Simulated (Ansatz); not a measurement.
## C2H6AsN, SMILES CN1C[AsH]1: a rigid scan of one bond length

Program: Ansatz 0.2.0, Python API.

The script, `c2h6asn_scan.py`:
```python
import ansatz
import numpy as np

BASIS = "def2-SVP"
XC = "cam_b3lyp"

geometry = (
    ansatz.Crystal.molecule()
    .atom("C", (-0.9923, 0.4155, -0.4054))
    .atom("N", (-0.3949, -0.8134, -0.0698))
    .atom("C", (0.5975, -0.658, 0.9115))
    .atom("As", (1.498, -0.8656, -0.8321))
    .atom("H", (-1.3417, 0.4251, -1.5023))
    .atom("H", (-1.9585, 0.5909, 0.195))
    .atom("H", (-0.3786, 1.3612, -0.253))
    .atom("H", (0.7718, 0.368, 1.3728))
    .atom("H", (0.7148, -1.5415, 1.6125))
    .atom("H", (1.5669, 0.6665, -1.0263))
)

symbols = [site.symbol for site in geometry.cartesian_sites]
start = np.array([site.position_ang for site in geometry.cartesian_sites])
axis = (start[4] - start[0]) / np.linalg.norm(start[4] - start[0])
moving = [4]
lengths, energies = [1.013, 1.059, 1.105, 1.151, 1.197, 1.243, 1.289, 1.358], []
for length in lengths:
    xyz = start.copy()
    xyz[moving] += (length - np.linalg.norm(start[4] - start[0])) * axis
    point = ansatz.Crystal.molecule()
    for symbol, place in zip(symbols, xyz):
        point = point.atom(symbol, place.tolist())
    model = point.calculation().basis(gaussian=BASIS).functional(XC)
    summary = model.run(threads=1, backend="cpu").report
    energies.append(summary["free_energy_ev"])
    print(f"r = {length:6.3f} A  E = {energies[-1]:.5f} eV  <S^2> = {abs(summary['mean_field']['state']['spin_squared']):.3f}")

fit = np.polynomial.Polynomial.fit(lengths, np.array(energies) - min(energies), 4).convert()
roots = [r.real for r in fit.deriv().roots() if abs(r.imag) < 1e-9 and fit.deriv(2)(r.real) > 0]
r_e = min(roots, key=lambda r: abs(r - lengths[int(np.argmin(energies))]))
print(f"minimum of the fit at {r_e:.4f} A, force constant {fit.deriv(2)(r_e):.2f} eV/A^2")
```

```console
$ python c2h6asn_scan.py
r =  1.013 A  E = -64492.27971 eV  <S^2> = 0.000
r =  1.059 A  E = -64492.40096 eV  <S^2> = 0.000
r =  1.105 A  E = -64492.43260 eV  <S^2> = 0.000
r =  1.151 A  E = -64492.39534 eV  <S^2> = 0.000
r =  1.197 A  E = -64492.30553 eV  <S^2> = 0.000
r =  1.243 A  E = -64492.17605 eV  <S^2> = 0.000
r =  1.289 A  E = -64492.01706 eV  <S^2> = 0.000
r =  1.358 A  E = -64491.74020 eV  <S^2> = 0.000
minimum of the fit at 1.1013 A, force constant 33.33 eV/A^2
```

Reading the output:
- The settings weren't tested for convergence.
- The rest of the molecule is held rigid at a force-field or estimated start geometry, and the basis set is modest; single-reference methods fail as a bond breaks.
- The orbitals are restricted, so S² is zero by construction.
- Timing: 30 s on 1 thread of Arm Neoverse V2 (shared host), peak memory 0.32 GiB.
